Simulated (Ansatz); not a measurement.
# C₃H₂F₆: one species, many methods

The task here is to estimate one member of a computed series from the others.

Program: Ansatz 0.2.0, Gaussian basis. Level of theory: functionals in def2-TZVPP, the program's frozen cores in correlated methods. These are calculated values, not measurements.

Levels to be run: LDA (SPW92), PBE-D4, revPBE-D4, BLYP-D4, r2SCAN-D4, B97M-V, PBE0-D4, B3LYP-D4, r2SCANh-D4, r2SCAN0-D4, HSE06-D4, BHLYP-D4, CAM-B3LYP-D4, LC-ωPBE, ωB97X-V, ωB97M-V, B2PLYP, PBE-QIDH; CCSD(T)/def2-SVP; CCSD(T)/def2-TZVPP; MP2/def2-QZVPP; extrapolation to the limit; RPA on PBE.

## The geometry

An earlier PBE0-D4 in a triple-zeta def2 set relaxation fixed the geometry.

SMILES `FC(F)C(F)(F)C(F)F`, 11 atoms, charge 0, spin multiplicity 1.

Atoms are counted from 1 here; the program's logs count them from 0.

Bond lengths: F1–C2 1.340 Å, C2–F3 1.351 Å, C2–C4 1.533 Å, C2–H10 1.093 Å, C4–F5 1.344 Å, C4–F6 1.344 Å, C4–C7 1.533 Å, C7–F8 1.340 Å, C7–F9 1.351 Å, C7–H11 1.093 Å. Angles: F1–C2–F3 108.7°, F1–C2–C4 109.2°, F1–C2–H10 109.6°, F3–C2–C4 108.6°, F3–C2–H10 109.3°, C4–C2–H10 111.3°, C2–C4–F5 108.0°, C2–C4–F6 109.8°, C2–C4–C7 112.5°, F5–C4–F6 108.7°, F5–C4–C7 109.8°, F6–C4–C7 108.0°, C4–C7–F8 109.2°, C4–C7–F9 108.6°, C4–C7–H11 111.3°, F8–C7–F9 108.7°, F8–C7–H11 109.6°, F9–C7–H11 109.3°.

The first run:

File in.yaml:

```yaml
crystal:
  periodic: [false, false, false]
  atoms:
    - {symbol: F, position_ang: [-1.417002, 1.767648, 0.787223]}
    - {symbol: C, position_ang: [-0.252805, 1.159818, 0.519323]}
    - {symbol: F, position_ang: [0.382710, 0.908968, 1.685332]}
    - {symbol: C, position_ang: [-0.529652, -0.173899, -0.183836]}
    - {symbol: F, position_ang: [-1.060877, 0.093700, -1.389106]}
    - {symbol: F, position_ang: [-1.416822, -0.888278, 0.529663]}
    - {symbol: C, position_ang: [0.736442, -1.021607, -0.352035]}
    - {symbol: F, position_ang: [0.457631, -2.083905, -1.120388]}
    - {symbol: F, position_ang: [1.676759, -0.274361, -0.971561]}
    - {symbol: H, position_ang: [0.368637, 1.813286, -0.098591]}
    - {symbol: H, position_ang: [1.120378, -1.358470, 0.614477]}
basis:
  gaussian: {orbitals: def2-TZVPP}
hamiltonian: {xc: lda}
output: {orbitals: {seedname: orbitals}}
```

On the command line:

```console
$ ansatz run in.yaml --threads 2 --pin off --events-out ev --progress --plain --max-ram 32768MiB --backend cuda --devices 0, --max-vram 18GiB
```

Among the steps run: LDA; PBE-D4 (GGA); revPBE-D4 (GGA); BLYP-D4 (GGA); r2SCAN-D4 (meta-GGA); B97M-V (meta-GGA); B3LYP-D4 (hybrid); r2SCANh-D4 (hybrid); r2SCAN0-D4 (hybrid); HSE06-D4 (hybrid); BHLYP-D4 (hybrid); CAM-B3LYP-D4 (range-separated); LC-ωPBE (range-separated); ωB97X-V (range-separated); ωB97M-V (range-separated); B2PLYP (double hybrid); PBE-QIDH (double hybrid).

One of the session's tables, all rows but one given; the rest of the session is left out.

It belongs to the step «Frontier levels by functional». 

| functional | HOMO (eV) | LUMO (eV) | gap (eV) |
| --- | --- | --- | --- |
| LDA (SPW92) | -8.31 | -0.47 | 7.84 |
| PBE-D4 | -8.09 | -0.08 | 8.01 |
| revPBE-D4 | -7.99 | 0.08 | 8.07 |
| BLYP-D4 | -8.09 | 0.01 | 8.10 |
| r2SCAN-D4 | -8.49 | 0.30 | 8.80 |
| B97M-V | -8.66 | 0.32 | 8.99 |
| PBE0-D4 | -9.91 | 1.08 | 10.99 |
| B3LYP-D4 | -9.72 | 0.75 | 10.47 |
| r2SCANh-D4 | -9.17 | 0.71 | 9.88 |
| r2SCAN0-D4 | -10.18 | 1.32 | 11.50 |
| HSE06-D4 | -9.49 | 0.69 | 10.19 |
| BHLYP-D4 | ? | ? | ? |
| CAM-B3LYP-D4 | -11.50 | 2.13 | 13.64 |
| LC-ωPBE | -12.72 | 3.51 | 16.23 |
| ωB97X-V | -12.40 | 3.38 | 15.78 |
| ωB97M-V | -12.31 | 3.07 | 15.38 |

**Question.** Estimate the row for BHLYP-D4.

Worked estimate for «HOMO (eV)». Against the share of exact exchange, BLYP-D4 (0, -8.09), B3LYP-D4 (0.2, -9.72) give a slope of -8.15 per unit share; at 0.5 the line stands at -12.16.

**Answer.** HOMO (eV): -11.76; LUMO (eV): 2.12; gap (eV): 13.88. In «HOMO (eV)» the line misses by -0.40.
